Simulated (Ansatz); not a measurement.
Predict the output of the script below (the Python package of Ansatz (0.2.0)).

`run_bands.py`
```python
"""Band structure of Cs2KScF6."""

import logging
import sys

import ansatz
import numpy as np
from pymatgen.core import Lattice, Structure
from pymatgen.io.ase import AseAtomsAdaptor

logging.basicConfig(stream=sys.stdout, format="[%(levelname)s] %(message)s")
logger = logging.getLogger("calc")
logger.setLevel(logging.INFO)

pmg_structure = Structure(
    Lattice([(0.0, 4.665084, 4.665084), (4.665084, 0.0, 4.665084), (4.665084, 4.665084, 0.0)]),
    ["K", "Cs", "Cs", "Sc", "F", "F", "F", "F", "F", "F"],
    [
        (0.5, 0.5, 0.5),
        (0.25, 0.25, 0.25),
        (0.75, 0.75, 0.75),
        (0.0, 0.0, 0.0),
        (0.780768, 0.219232, 0.219232),
        (0.219232, 0.780768, 0.780768),
        (0.219232, 0.780768, 0.219232),
        (0.780768, 0.219232, 0.780768),
        (0.219232, 0.219232, 0.780768),
        (0.780768, 0.780768, 0.219232),
    ],
)
structure = ansatz.Crystal.from_ase(AseAtomsAdaptor.get_atoms(pmg_structure))

# high-symmetry points in fractions of the reciprocal vectors
path = [
    ("K", (0.375, 0.375, 0.75)),
    ("G", (0.0, 0.0, 0.0)),
    ("L", (0.5, 0.5, 0.5)),
    ("W", (0.5, 0.25, 0.75)),
    ("X", (0.5, 0.0, 0.5)),
]
calc = structure.calculation()
calc = calc.functional("LDA")
calc = calc.basis(17 * ansatz.Ha)
calc = calc.kpoints(mesh=(3, 3, 3))
calc = calc.occupations("fixed").band_structure([point for _, point in path], intervals=8)
calc = calc.scf(extra_bands=8)
planned = calc.session().plan(threads=1)
facts = planned.describe()
print("plan:", facts["n_bands"], "bands,", len(facts["kpoints_frac"]), "k-points, plane waves", facts["n_pw_range"], "grid", facts["fft_dense"])
out = planned.execute()
r = out.report

for key in ("converged", "n_iterations", "n_electrons", "n_kpoints", "n_pw", "n_symmetry_ops", "free_energy_ev", "fermi_energy_ev"):
    logger.info(f"{key:18s} {r[key]}")

bands = out.band_structure()
fermi = bands.fermi_energy_ev
logger.info(f"zero of the bands: {fermi:.3f} eV, the Fermi level found on the SCF mesh")
levels = bands.channels[0].eigenvalues_ev - fermi
filled = round(r["n_electrons"]) // 2
valence, conduction = levels[:, filled - 1], levels[:, filled]
logger.info("k (fractions)              top valence  bottom conduction (eV)")
for k, lo, hi in zip(bands.kpoints_frac, valence, conduction):
    logger.info(f"{k[0]:7.3f} {k[1]:7.3f} {k[2]:7.3f} {lo:12.3f} {hi:13.3f}")
logger.info(f"on this path: least direct gap {np.min(conduction - valence):.3f} eV, least gap {conduction.min() - valence.max():.3f} eV")
```

```console
$ python run_bands.py
plan: 48 bands, 4 k-points, plane waves [4552, 4621] grid [48, 48, 48]
[INFO] converged          True
[INFO] n_iterations       7
[INFO] n_electrons        80.0
[INFO] n_kpoints          4
[INFO] n_pw               4621
[INFO] n_symmetry_ops     48
[INFO] free_energy_ev     -19374.297598266665
[INFO] fermi_energy_ev    1.3283455009502183
[INFO] zero of the bands: 1.328 eV, the Fermi level found on the SCF mesh
[INFO] k (fractions)              top valence  bottom conduction (eV)
[INFO]   0.375   0.375   0.750       -0.031         6.984
[INFO]   0.328   0.328   0.656       -0.045         7.000
[INFO]   0.281   0.281   0.562       -0.056         7.010
[INFO]   0.234   0.234   0.469       -0.060         6.994
[INFO]   0.188   0.188   0.375       -0.044         6.973
[INFO]   0.141   0.141   0.281       -0.025         6.953
[INFO]   0.094   0.094   0.188       -0.011         6.720
[INFO]   0.047   0.047   0.094       -0.003         6.536
[INFO]   0.000   0.000   0.000        0.000         6.472
[INFO]   0.062   0.062   0.062       -0.002         6.515
[INFO]   0.125   0.125   0.125       -0.009         6.640
[INFO]   0.188   0.188   0.188       -0.020         6.837
[INFO]   0.250   0.250   0.250       -0.033         6.964
[INFO]   0.312   0.312   0.312       -0.048         6.980
[INFO]   0.375   0.375   0.375       -0.061         6.992
[INFO]   0.438   0.438   0.438       -0.068         7.001
[INFO]   0.500   0.500   0.500       -0.071         7.004
[INFO]   0.500   0.469   0.531       -0.071         7.004
[INFO]   0.500   0.438   0.562       -0.070         7.005
[INFO]   0.500   0.406   0.594       -0.069         7.006
[INFO]   0.500   0.375   0.625       -0.068         7.008
[INFO]   0.500   0.344   0.656       -0.067         7.010
[INFO]   0.500   0.312   0.687       -0.068         7.012
[INFO]   0.500   0.281   0.719       -0.068         7.014
[INFO]   0.500   0.250   0.750       -0.068         7.014
[INFO]   0.500   0.219   0.719       -0.053         7.003
[INFO]   0.500   0.188   0.688       -0.041         6.991
[INFO]   0.500   0.156   0.656       -0.030         6.980
[INFO]   0.500   0.125   0.625       -0.022         6.971
[INFO]   0.500   0.094   0.594       -0.016         6.963
[INFO]   0.500   0.062   0.562       -0.011         6.957
[INFO]   0.500   0.031   0.531       -0.009         6.953
[INFO]   0.500   0.000   0.500       -0.008         6.951
[INFO] on this path: least direct gap 6.472 eV, least gap 6.472 eV
```

Notes:
- Absolute energies stand on the zero of these potentials, so only differences at equal settings mean something. A total without «per atom» is that of the cell as typed.
- Spin is left out of this run.
- Along an axis with an odd division the mesh misses the point at one half; a gap read on a finite mesh is an upper bound on this functional's gap.
- Semilocal gaps usually lie well under measured ones.
- With fixed filling the reported Fermi level is the top filled level among the k-points of the SCF.
- The zero of the levels is a convention of the potentials, so an absolute Fermi energy is no work function.
- The structure comes from a database of computed cells and needn't be a stable or known phase.
- Gaps and levels are Kohn-Sham values on a finite set of k-points, without spin-orbit coupling.
- It ran for 13 s on 1 thread of Arm Neoverse V1, with other jobs on the host, peak memory 0.61 GiB.

(Lines on the test bed's own set-up are left out of the output.)
